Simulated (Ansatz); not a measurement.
# B2PLYP/cc-pVDZ run of C2H7NSi (SMILES C=NC[SiH3])

Aim: the electronic atomisation energy of C2H7NSi at B2PLYP/cc-pVDZ, from 5 runs. 

Program for the calculation: Ansatz 0.2.0.

72 further runs of the same task are left out: 72 set aside as unsound or not needed. Runs told in other sessions of the task aren't counted.

### Step 1. The system as given

C2H7NSi has 11 atoms, charge 0, and is taken as a singlet. SMILES: `C=NC[SiH3]`. The coordinates come from a PBE0-D4/def2-TZVP relaxation. This is one conformer, not always the lowest.

Bond lengths: C1–N2 1.259 Å, N2–C3 1.436 Å, C3–Si4 1.892 Å, C1–H5 1.089 Å, C1–H6 1.099 Å, C3–H7 1.095 Å, C3–H8 1.102 Å, Si4–H9 1.487 Å, Si4–H10 1.484 Å, Si4–H11 1.488 Å. Some angles: C1–N2–C3 118.6°, N2–C3–Si4 109.5°, N2–C1–H5 119.2°, N2–C1–H6 123.3°, N2–C3–H7 109.0°, N2–C3–H8 113.6°, Si4–C3–H7 106.9°, Si4–C3–H8 109.5°, C3–Si4–H9 109.5°, C3–Si4–H10 110.5°.

### Step 2. A single-point energy at B2PLYP/cc-pVDZ

molecule.yaml

```yaml
crystal:
  periodic: [false, false, false]
  atoms:
    - {symbol: C, position_ang: [-0.639400, 1.869300, 0.363900]}
    - {symbol: N, position_ang: [-0.998600, 0.713100, 0.018000]}
    - {symbol: C, position_ang: [-0.299000, -0.417000, 0.562600]}
    - {symbol: Si, position_ang: [0.706300, -1.257400, -0.802700]}
    - {symbol: H, position_ang: [-1.145900, 2.733500, -0.063200]}
    - {symbol: H, position_ang: [0.166900, 2.059000, 1.086600]}
    - {symbol: H, position_ang: [-1.029900, -1.151400, 0.917900]}
    - {symbol: H, position_ang: [0.365200, -0.161700, 1.404500]}
    - {symbol: H, position_ang: [1.729600, -0.311300, -1.319900]}
    - {symbol: H, position_ang: [-0.179800, -1.683000, -1.914500]}
    - {symbol: H, position_ang: [1.389900, -2.450100, -0.232400]}
basis:
  gaussian:
    orbitals: cc-pVDZ
hamiltonian:
  xc: {name: B2PLYP}
correlation:
  frozen_orbitals: {C: 1, H: 0, "N": 1, Si: 5}
accuracy: high
output:
  orbitals: {seedname: orbitals}
```

The run is started by

```console
ansatz run molecule.yaml --threads 1 --pin off --max-ram 3480MiB --events-out events.jsonl --progress --plain --runs-dir runs
```

What it wrote:

```text
Warning: RAYON_NUM_THREADS=1 ignored (pool sized by the plan → 1); use --threads N
Functional definition: B2PLYP
  name "B2PLYP"
  parameter a = 0.53
  parameter c = 0.27
  exchange = (1 - a)*b88_x + a*exact_x
  correlation = (1 - c)*lyp_c + c*(mp2_os + mp2_ss)
2314 factors; integrals over basis functions are off by at most 3.8e-9 eV
mean field evaluation 1: about -11539.1522 eV, gradient 3.2e1 eV
mean field evaluation 2: about -11539.6715 eV, gradient 3.2e1 eV
mean field evaluation 4: about -11542.1123 eV, gradient 6.1e0 eV
mean field evaluation 8: about -11542.1994 eV, gradient 2.7e-1 eV
mean field evaluation 16: about -11542.1996 eV, gradient 6.9e-5 eV
mean field -11542.19958971 eV, -424.1680113381 hartree, gradient 1.7e-8 eV, S^2 0.000000; 0 other end points of the search recorded, 0 dependent functions left out
8 core orbitals not correlated: weight in the atoms' cores, before any rotation towards them, 1.000 or more for the frozen orbitals, at most 0.000 for the correlated occupied ones
reference -11542.19961815 eV, -424.1680123831 hartree; 12, 12 occupied and 75, 75 virtual orbitals, 2314 factors
second order -18.27405491 eV of doubles, -0.00000000 eV of singles
Total energy: -11547.13361297 eV, -424.3493333485 hartree
```

It took 16 s on 1 thread of Arm Neoverse V2, shared host; peak memory 0.34 GiB.

### Step 3. The C atom

input.yaml

```yaml
crystal:
  periodic: [false, false, false]
  atoms:
    - symbol: C
      position_ang: [0.000000, 0.000000, 0.000000]
basis:
  gaussian: {orbitals: cc-pVDZ}
correlation: {frozen_orbitals: {C: 1}}
magnetization: {spin_polarized: true, initial_magnetization: 2}
hamiltonian: {xc: {name: B2PLYP}}
accuracy: high
```

Run the same way, it converges to -37.81596 Eh (log not shown).

### Step 4. The H atom

run.yaml

```yaml
basis:
  gaussian:
    orbitals: cc-pVDZ
crystal:
  periodic: [false, false, false]
  atoms:
    - {symbol: H, position_ang: [0.000000, 0.000000, 0.000000]}
accuracy: high
hamiltonian:
  xc: {name: B2PLYP}
correlation:
  frozen_orbitals: {H: 0}
magnetization:
  spin_polarized: true
  initial_magnetization: 1
```

Run the same way, it converges to -0.49793 Eh (log not shown).

### Step 5. The N atom, same level

molecule.yaml

```yaml
crystal:
  periodic: [false, false, false]
  atoms:
    - {symbol: "N", position_ang: [0.000000, 0.000000, 0.000000]}
basis:
  gaussian: {orbitals: cc-pVDZ}
hamiltonian: {xc: {name: B2PLYP}}
accuracy: high
magnetization: {spin_polarized: true, initial_magnetization: 3}
correlation: {frozen_orbitals: {"N": 1}}
```

Run the same way, it converges to -54.54873 Eh (log not shown).

### Step 6. The Si atom, same level

run.yaml

```yaml
crystal:
  periodic: [false, false, false]
  atoms:
    - {symbol: Si, position_ang: [0.000000, 0.000000, 0.000000]}
basis:
  gaussian:
    orbitals: cc-pVDZ
total_charge: 0
magnetization:
  spin_polarized: true
  initial_magnetization: 2
hamiltonian:
  xc: {name: B2PLYP}
correlation:
  frozen_orbitals: {Si: 5}
accuracy: high
```

Run the same way, it converges to -289.24800 Eh (log not shown).

### Step 7. Outcome

At B2PLYP/cc-pVDZ, 8 core orbitals frozen:

| quantity | value |
| --- | --- |
| molecule: total energy | -424.34933 Eh |
| molecule: HOMO energy (SCF part's orbitals) | -8.71 eV |
| molecule: LUMO energy (SCF part's orbitals) | 1.44 eV |
| molecule: HOMO–LUMO gap (SCF part's orbitals) | 10.15 eV |
| C atom: total energy | -37.81596 Eh |
| C atom: ⟨S²⟩ | 2.004 |
| H atom: total energy | -0.49793 Eh |
| H atom: ⟨S²⟩ | 0.750 |
| N atom: total energy | -54.54873 Eh |
| N atom: ⟨S²⟩ | 3.753 |
| Si atom: total energy | -289.24800 Eh |
| Si atom: ⟨S²⟩ | 2.006 |
| electronic atomisation energy | 39.054 eV |

Taking the molecule apart into free atoms costs 39.05 eV (901 kcal/mol), before zero-point energy and without spin-orbit coupling.
